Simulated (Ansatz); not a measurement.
# CH4AlGa: a ladder of functionals and wavefunction methods

One table from this session's results is given with a row withheld; the runs are named, their logs left out.

Method: functionals in def2-TZVPP, the program's frozen cores in correlated methods; program: Ansatz 0.2.0, Gaussian basis.

The runs, in order: LDA (SPW92), PBE-D4, revPBE-D4, BLYP-D4, r2SCAN-D4, B97M-V, PBE0-D4, B3LYP-D4, r2SCANh-D4, r2SCAN0-D4, HSE06-D4, BHLYP-D4, CAM-B3LYP-D4, LC-ωPBE, ωB97X-V, ωB97M-V, B2PLYP, PBE-QIDH; CCSD(T)/def2-SVP; CCSD(T)/def2-TZVPP; MP2/def2-QZVPP; extrapolation to the limit; RPA on PBE.

## The relaxed structure

The geometry comes from an earlier relaxation with PBE0-D4 in a triple-zeta def2 set; it is a stationary point, not always the lowest conformer.

SMILES `[CH2]1[AlH][GaH]1`, 7 atoms, charge 0, spin multiplicity 1.

Atoms are counted from 1 here; the program's logs count them from 0.

Bond lengths: C1–Al2 1.907 Å, C1–Ga3 2.094 Å, C1–H4 1.113 Å, C1–H5 1.091 Å, Al2–Ga3 2.394 Å, Al2–H6 1.587 Å, Ga3–H7 1.574 Å. Angles: Al2–C1–Ga3 73.3°, Al2–C1–H4 110.5°, Al2–C1–H5 133.7°, Ga3–C1–H4 83.9°, Ga3–C1–H5 136.8°, H4–C1–H5 107.5°, C1–Al2–Ga3 56.9°, C1–Al2–H6 138.9°, Ga3–Al2–H6 149.6°, C1–Ga3–Al2 49.7°, C1–Ga3–H7 125.4°, Al2–Ga3–H7 175.1°.

The first run:

The input, in.yaml:

```yaml
crystal:
  periodic: [false, false, false]
  atoms:
    - {symbol: C, position_ang: [-0.596802, 0.160713, -0.541658]}
    - {symbol: Al, position_ang: [-0.161535, 0.754722, 1.217545]}
    - {symbol: Ga, position_ang: [1.131754, -0.873157, 0.030713]}
    - {symbol: H, position_ang: [-1.068482, -0.846889, -0.508041]}
    - {symbol: H, position_ang: [-0.962228, 0.663169, -1.438065]}
    - {symbol: H, position_ang: [-0.229385, 2.083641, 2.082913]}
    - {symbol: H, position_ang: [1.886679, -1.942179, -0.843406]}
basis:
  gaussian: {orbitals: def2-TZVPP}
hamiltonian: {xc: lda}
output: {orbitals: {seedname: orbitals}}
```

Run with:

```bash
> ansatz run in.yaml --threads 2 --pin off --events-out ev --progress --plain --max-ram 4352MiB
```

Steps of the session up to this table: LDA; PBE-D4 (GGA); revPBE-D4 (GGA); BLYP-D4 (GGA); r2SCAN-D4 (meta-GGA); B97M-V (meta-GGA); B3LYP-D4 (hybrid); r2SCANh-D4 (hybrid); r2SCAN0-D4 (hybrid); HSE06-D4 (hybrid); BHLYP-D4 (hybrid); CAM-B3LYP-D4 (range-separated); LC-ωPBE (range-separated); ωB97X-V (range-separated); ωB97M-V (range-separated); B2PLYP (double hybrid); PBE-QIDH (double hybrid).

One of the session's tables, all rows but one given; the rest of the session is left out.

It belongs to the step «Frontier levels by functional». 

| functional | HOMO (eV) | LUMO (eV) | gap (eV) |
| --- | --- | --- | --- |
| LDA (SPW92) | -5.02 | -3.11 | 1.91 |
| PBE-D4 | ? | ? | ? |
| revPBE-D4 | -4.86 | -2.82 | 2.04 |
| BLYP-D4 | -4.77 | -2.78 | 1.99 |
| r2SCAN-D4 | -5.08 | -2.75 | 2.33 |
| B97M-V | -5.08 | -2.81 | 2.27 |
| PBE0-D4 | -5.77 | -2.16 | 3.62 |
| B3LYP-D4 | -5.62 | -2.34 | 3.28 |
| r2SCANh-D4 | -5.40 | -2.48 | 2.93 |
| r2SCAN0-D4 | -5.89 | -2.08 | 3.81 |
| HSE06-D4 | -5.39 | -2.52 | 2.87 |
| BHLYP-D4 | -6.53 | -1.34 | 5.19 |
| CAM-B3LYP-D4 | -6.91 | -1.17 | 5.74 |
| LC-ωPBE | -8.08 | -0.15 | 7.93 |
| ωB97X-V | -7.82 | -0.23 | 7.58 |
| ωB97M-V | -7.67 | -0.41 | 7.26 |

Estimate the missing values for PBE-D4.

The run gave: HOMO (eV): -4.91; LUMO (eV): -2.91; gap (eV): 2.00. In the column «HOMO (eV)» it lies between LDA (SPW92) (-5.02) and revPBE-D4 (-4.86).
